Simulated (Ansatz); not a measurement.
# C3H11BN2: one species, many methods

One table from this session's results is given with a row withheld; the runs are named, their logs left out.

Program: Ansatz 0.2.0, Gaussian basis. Level of theory: functionals in def2-TZVPP, the program's frozen cores in correlated methods. These are calculated values, not measurements.

The runs, in order: LDA (SPW92), PBE-D4, revPBE-D4, BLYP-D4, r2SCAN-D4, B97M-V, PBE0-D4, B3LYP-D4, r2SCANh-D4, r2SCAN0-D4, HSE06-D4, BHLYP-D4, CAM-B3LYP-D4, LC-ωPBE, ωB97X-V, ωB97M-V, B2PLYP, PBE-QIDH; CCSD(T)/def2-SVP; MP2/def2-TZVPP; MP2/def2-QZVPP; RPA on PBE.

**The geometry**

The geometry comes from an earlier relaxation with PBE0-D4 in a triple-zeta def2 set; it is a stationary point, not always the lowest conformer.

17 atoms, charge 0, spin multiplicity 1.

Atoms are counted from 1 here; the program's logs count them from 0.

Bond lengths: C1–C2 1.531 Å, C1–H7 1.095 Å, C1–H8 1.095 Å, C1–H9 1.093 Å, C2–C3 1.524 Å, C2–B4 1.593 Å, C2–H10 1.099 Å, C3–H11 1.093 Å, C3–H12 1.095 Å, C3–H13 1.096 Å, B4–N5 1.414 Å, B4–N6 1.416 Å, N5–H14 1.003 Å, N5–H15 1.004 Å, N6–H16 1.004 Å, N6–H17 1.003 Å. Angles: C2–C1–H7 111.4°, C2–C1–H8 110.8°, C2–C1–H9 112.0°, H7–C1–H8 107.4°, H7–C1–H9 107.8°, H8–C1–H9 107.3°, C1–C2–C3 110.2°, C1–C2–B4 110.2°, C1–C2–H10 107.4°, C3–C2–B4 114.2°, C3–C2–H10 107.6°, B4–C2–H10 107.1°, C2–C3–H11 112.0°, C2–C3–H12 111.4°, C2–C3–H13 111.2°, H11–C3–H12 107.7°, H11–C3–H13 107.7°, H12–C3–H13 106.5° and more.

Set-up of the first run:

The input, in.yaml:

```yaml
crystal:
  periodic: [false, false, false]
  atoms:
    - {symbol: C, position_ang: [-0.456760, -1.676033, -0.010222]}
    - {symbol: C, position_ang: [0.308361, -0.432477, 0.451529]}
    - {symbol: C, position_ang: [1.734627, -0.462254, -0.084825]}
    - {symbol: B, position_ang: [-0.503559, 0.884852, 0.071845]}
    - {symbol: N, position_ang: [-0.099321, 1.691243, -1.016451]}
    - {symbol: N, position_ang: [-1.656770, 1.218448, 0.823293]}
    - {symbol: H, position_ang: [0.058611, -2.595142, 0.287955]}
    - {symbol: H, position_ang: [-0.550496, -1.691925, -1.100767]}
    - {symbol: H, position_ang: [-1.468003, -1.710573, 0.402495]}
    - {symbol: H, position_ang: [0.365442, -0.471223, 1.548544]}
    - {symbol: H, position_ang: [2.313995, 0.405226, 0.242149]}
    - {symbol: H, position_ang: [2.266362, -1.360468, 0.244562]}
    - {symbol: H, position_ang: [1.746014, -0.477712, -1.180642]}
    - {symbol: H, position_ang: [0.722236, 1.489358, -1.554962]}
    - {symbol: H, position_ang: [-0.585597, 2.515897, -1.319933]}
    - {symbol: H, position_ang: [-2.252613, 2.003406, 0.630191]}
    - {symbol: H, position_ang: [-1.961630, 0.668876, 1.605138]}
basis:
  gaussian: {orbitals: def2-TZVPP}
hamiltonian: {xc: lda}
output: {orbitals: {seedname: orbitals}}
```

On the command line:

```console
> ansatz run in.yaml --threads 4 --pin off --events-out ev --progress --plain --max-ram 11315MiB
```

Steps of the session up to this table: LDA; PBE-D4 (GGA); revPBE-D4 (GGA); BLYP-D4 (GGA); r2SCAN-D4 (meta-GGA); B97M-V (meta-GGA); B3LYP-D4 (hybrid); r2SCANh-D4 (hybrid); r2SCAN0-D4 (hybrid); HSE06-D4 (hybrid); BHLYP-D4 (hybrid); CAM-B3LYP-D4 (range-separated); LC-ωPBE (range-separated); ωB97X-V (range-separated); ωB97M-V (range-separated); B2PLYP (double hybrid); PBE-QIDH (double hybrid).

One of the session's tables, all rows but one given; the rest of the session is left out.

It belongs to the step «Frontier levels by functional». 

| functional | HOMO (eV) | LUMO (eV) | gap (eV) |
| --- | --- | --- | --- |
| LDA (SPW92) | -5.56 | -0.07 | 5.49 |
| PBE-D4 | -5.38 | 0.07 | 5.45 |
| revPBE-D4 | -5.31 | 0.15 | 5.46 |
| BLYP-D4 | ? | ? | ? |
| r2SCAN-D4 | -5.66 | 0.81 | 6.47 |
| B97M-V | -5.75 | 0.22 | 5.97 |
| PBE0-D4 | -6.77 | 0.86 | 7.63 |
| B3LYP-D4 | -6.54 | 0.52 | 7.06 |
| r2SCANh-D4 | -6.19 | 1.03 | 7.22 |
| r2SCAN0-D4 | -6.98 | 1.34 | 8.32 |
| HSE06-D4 | -6.36 | 0.50 | 6.86 |
| BHLYP-D4 | -8.09 | 1.43 | 9.52 |
| CAM-B3LYP-D4 | -8.21 | 1.58 | 9.79 |
| LC-ωPBE | -9.61 | 2.88 | 12.49 |
| ωB97X-V | -9.24 | 2.64 | 11.88 |
| ωB97M-V | -9.16 | 2.17 | 11.33 |

Q: Estimate the row for BLYP-D4 from the others.

Worked estimate for «HOMO (eV)». Against the share of exact exchange, B3LYP-D4 (0.2, -6.54), BHLYP-D4 (0.5, -8.09) give a slope of -5.17 per unit share; at 0 the line stands at -5.51.

As computed: HOMO (eV): -5.26; LUMO (eV): 0.05; gap (eV): 5.31. In «HOMO (eV)» the line misses by -0.25.
